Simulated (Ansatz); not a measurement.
# CH₄BBr: a ladder of functionals and wavefunction methods

The task here is to estimate one member of a computed series from the others.

Program: Ansatz 0.2.0, Gaussian basis. Level of theory: functionals in def2-TZVPP, the program's frozen cores in correlated methods. These are calculated values, not measurements.

Levels to be run: LDA (SPW92), PBE-D4, revPBE-D4, BLYP-D4, r2SCAN-D4, B97M-V, PBE0-D4, B3LYP-D4, r2SCANh-D4, r2SCAN0-D4, HSE06-D4, BHLYP-D4, CAM-B3LYP-D4, LC-ωPBE, ωB97X-V, ωB97M-V, B2PLYP, PBE-QIDH; CCSD(T)/def2-SVP; CCSD(T)/def2-TZVPP; MP2/def2-QZVPP; extrapolation to the limit; RPA on PBE.

## Structure used throughout

All runs share one geometry, relaxed beforehand with PBE0-D4 in a triple-zeta def2 set.

SMILES `BCBr`, 7 atoms, charge 0, spin multiplicity 1.

Atoms are counted from 1 here; the program's logs count them from 0.

Bond lengths: B1–C2 1.554 Å, B1–H4 1.193 Å, B1–H5 1.193 Å, C2–Br3 1.988 Å, C2–H6 1.086 Å, C2–H7 1.086 Å. Angles: C2–B1–H4 119.2°, C2–B1–H5 119.2°, H4–B1–H5 121.5°, B1–C2–Br3 80.8°, B1–C2–H6 120.9°, B1–C2–H7 120.9°, Br3–C2–H6 106.3°, Br3–C2–H7 106.3°, H6–C2–H7 113.1°.

The first run:

Input file in.yaml:

```yaml
crystal:
  periodic: [false, false, false]
  atoms:
    - {symbol: B, position_ang: [-0.184023, -0.828543, -0.190752]}
    - {symbol: C, position_ang: [0.467742, 0.492169, 0.306263]}
    - {symbol: Br, position_ang: [-1.146742, 1.245585, -0.575055]}
    - {symbol: H, position_ang: [0.120779, -1.262164, -1.259975]}
    - {symbol: H, position_ang: [-0.929548, -1.417841, 0.531112]}
    - {symbol: H, position_ang: [1.323372, 0.919044, -0.207627]}
    - {symbol: H, position_ang: [0.409719, 0.783648, 1.350334]}
basis:
  gaussian: {orbitals: def2-TZVPP}
hamiltonian: {xc: lda}
output: {orbitals: {seedname: orbitals}}
```

The run is started by

```bash
$ ansatz run in.yaml --threads 2 --pin off --events-out ev --progress --plain --max-ram 4352MiB
```

Among the steps run: LDA; PBE-D4 (GGA); revPBE-D4 (GGA); BLYP-D4 (GGA); r2SCAN-D4 (meta-GGA); B97M-V (meta-GGA); PBE0-D4 (hybrid); B3LYP-D4 (hybrid); r2SCANh-D4 (hybrid); r2SCAN0-D4 (hybrid); HSE06-D4 (hybrid); BHLYP-D4 (hybrid); CAM-B3LYP-D4 (range-separated); LC-ωPBE (range-separated); ωB97X-V (range-separated); ωB97M-V (range-separated); B2PLYP (double hybrid); PBE-QIDH (double hybrid).

One table of the session follows, with a row left open; its other results are not shown here.

It belongs to the step «Orbital energies across the functionals». 

```
  functional  HOMO (eV)  gap (eV)
 LDA (SPW92)      -7.38      5.10
      PBE-D4      -7.25      5.22
   revPBE-D4      -7.20      5.26
     BLYP-D4      -7.08      5.15
   r2SCAN-D4      -7.54      5.82
      B97M-V      -7.64      5.93
     PBE0-D4      -8.54      7.52
    B3LYP-D4      -8.27      6.98
  r2SCANh-D4      -8.01      6.66
  r2SCAN0-D4      -8.73      7.90
    HSE06-D4          ?         ?
    BHLYP-D4      -9.65      9.64
CAM-B3LYP-D4      -9.88      9.91
     LC-ωPBE     -11.31     12.58
     ωB97X-V     -10.93     12.06
     ωB97M-V     -10.79     11.69
```

Estimate the missing values for HSE06-D4.

**Answer.** HOMO (eV): -8.14; gap (eV): 6.74. In the column «HOMO (eV)» it lies between B3LYP-D4 (-8.27) and r2SCANh-D4 (-8.01).
